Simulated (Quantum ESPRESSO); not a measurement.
Runs of Quantum ESPRESSO 7.5 on Ga. The cell holds a sheet with vacuum, 2 atoms: a = 4.330 Å, b = 4.330 Å, c = 23.800 Å, α = 90.00°, β = 90.00°, γ = 120.00°. The cell was built by a generator and needn't be a form met in nature.

| k mesh | mesh quality | gap on the mesh (eV) | work function (eV) |
| --- | --- | --- | --- |
| 7 × 7 × 1 | not flagged | none | (b) |
| 4 × 4 × 1 | coarse | none | 4.31 |
| 5 × 5 × 1 | coarse | none | 3.99 |
| 9 × 9 × 1 | not flagged | none | (a) |
| 6 × 6 × 1 | not flagged | none | 4.24 |

Alike in all rows: task work function; level PBE; potentials or basis PseudoDojo 0.4.1 SR PBE standard; no spin polarisation; cell as given; cutoff (eV) 1088; smearing fermi-dirac 0.05 eV.

Problem. Estimate the missing entries.

Solution. (a) 4.23; (b) 4.33.

Caveats: some runs use coarse meshes.

A k mesh can miss the band edges, and the runs leave out spin-orbit coupling on Ga.

A gap of «none» marks a metal or a gap under the smearing width.
